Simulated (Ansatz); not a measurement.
# In2S: a trial structure relaxed

Where does this trial cell of In2S go when cell and atoms are let free?

Program: Ansatz 0.2.0. Level of theory: DFT PBE, scalar-relativistic, plane waves, PAW. These are calculated values, not measurements.

## 1. Starting point

Symmetry: P-4m2, No. 115, tetragonal system. Conventional cell: a = 4.109 Å, b = 4.109 Å, c = 4.155 Å, α = 90.00°, β = 90.00°, γ = 90.00°. Around In (site symmetry 2mm) lie 2 S at 2.32 Å. S (site symmetry -4m2) has 4 In at 2.32 Å as nearest neighbours.

As a file:

```
CELL_PARAMETERS angstrom
4.10862 0.00000 0.00000
0.00000 4.10862 0.00000
0.00000 0.00000 4.15452
ATOMIC_POSITIONS crystal
In 0.50000 0.00000 0.74132
In 0.00000 0.50000 0.25868
S 0.00000 0.00000 0.00000
```

Recipe of the guess: species swapped into a database cell of Ta2H (P-4m2, No. 115), with In on the Ta sites and S on the H sites. The dimensions are guesses.

## 2. A first look at the guess

input.yaml reads:

```yaml
crystal:
  lattice:
    - [4.10861791, 0.0, 0.0]
    - [0.0, 4.10861791, 0.0]
    - [0.0, 0.0, 4.15451847]
  atoms:
    - { symbol: In, position: [0.5, 0.0, 0.74132264] }
    - { symbol: In, position: [0.0, 0.5, 0.25867736] }
    - { symbol: S, position: [0.0, 0.0, 0.0] }
basis:
  ecutwfc: 420
kpoints:
  mp_grid: { grid: [4, 4, 4] }
hamiltonian:
  xc: pbe
scf:
  occupations: { method: gaussian, width: 0.1 }
  lower_state_search: "off"
output:
  forces: true
  stress: true
  eigenvalues: true
```

Run with:

```
$ ansatz run input.yaml --threads 1 --pin off --max-ram 2048MiB --backend cpu --events-out ev --progress --plain --runs-dir out
```

The session goes on with these runs: rough relaxation on the coarse mesh; full relaxation.

Q: Predict the outcome of this session. Wanted: conventional cell; volume; energy over the elements; gap on the mesh.

The runs gave:

```
                              quantity                                                                      value
symmetry at the end (tolerance 0.05 Å)                                                space group P-4m2 (No. 115)
                     conventional cell  a = 3.943 Å, b = 3.943 Å, c = 5.433 Å, α = 90.00°, β = 90.00°, γ = 90.00°
                                volume                                                              28.16 Å³/atom
              energy over the elements                                                              -0.28 eV/atom
                       gap on the mesh                                                               none (metal)
```

**Reading.** The space group P-4m2 (No. 115) is kept, and the volume per atom grows by 20.4 % from the first guess. It lies below the elements, which doesn't yet make it stable: competing phases were not computed in this session. No finished test with a distortion of lower symmetry is shown, so the end may be a saddle point. Spin polarisation is off in the runs that give these values; a magnetic solution could lie lower.
